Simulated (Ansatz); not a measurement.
# Ti: the cost of one run

Program: Ansatz 0.2.0 through its Python package. Level of theory: DFT PBEsol, all-electron LAPW. These are calculated values, not measurements.

This is Ti in the fcc structure; at room conditions it is hcp.

## Step 1: Starting point

The structure is cubic, space group Fm-3m (No. 225). Conventional cell: a = 4.060 Å, b = 4.060 Å, c = 4.060 Å, α = 90.00°, β = 90.00°, γ = 90.00°. Ti (site symmetry m-3m) is surrounded by 12 Ti at 2.87 Å.

The script holds or builds the structure itself.

## Step 2: The code

eos_lapw_ti.py reads:

```python
"""All-electron equation of state of Ti."""

import warnings

import ansatz
from ase.eos import EquationOfState
from ase.units import GPa
import numpy as np

VECTORS = np.array([
    [0.0, 2.03, 2.03],
    [2.03, 0.0, 2.03],
    [2.03, 2.03, 0.0],
])
SITES = [
    ("Ti", (0.0, 0.0, 0.0)),
]


def crystal_on(cell):
    crystal = ansatz.Crystal(lattice=ansatz.Lattice.of(cell))
    for symbol, position in SITES:
        crystal = crystal.atom(symbol, position)
    return crystal


def main() -> None:
    warnings.simplefilter("ignore", ansatz.DeckWarning)

    volumes, energies = [], []
    for scale in np.linspace(0.94, 1.06, 7):
        cell = VECTORS * scale ** (1 / 3)
        setup = (
            crystal_on(cell).calculation()
            .occupations(ansatz.OccupationsMethod.METHFESSEL_PAXTON, width=50 * ansatz.meV)
            .functional("PBEsol")
            .scf(tolerance=1e-09)
            .kpoints(12, 12, 12)
            .pseudopotentials("all_electron", lapw=True)
        )
        summary = setup.run().report
        volumes.append(abs(np.linalg.det(cell)) / len(SITES))
        energies.append(summary["free_energy_ev"] / len(SITES))
        print(f"{scale:.3f} {volumes[-1]:9.4f} A^3/atom {energies[-1]:16.5f} eV/atom  (estimated basis error {1000 * summary['lapw_basis_errors']['total_ev_per_atom']:.2f} meV/atom)")
    v0, e0, bulk = EquationOfState(volumes, energies, eos="birchmurnaghan").fit()
    print(f"V0 = {v0:.4f} A^3/atom, B0 = {bulk / GPa:.1f} GPa")


if __name__ == "__main__":
    main()
```

## Step 3: The run

Launch:

```bash
python eos_lapw_ti.py
```

**Question.** How long does this script take on 1 thread of Arm Neoverse N1, shared host, and how much memory does it need?

About 54 s, with a peak of 0.34 GiB.
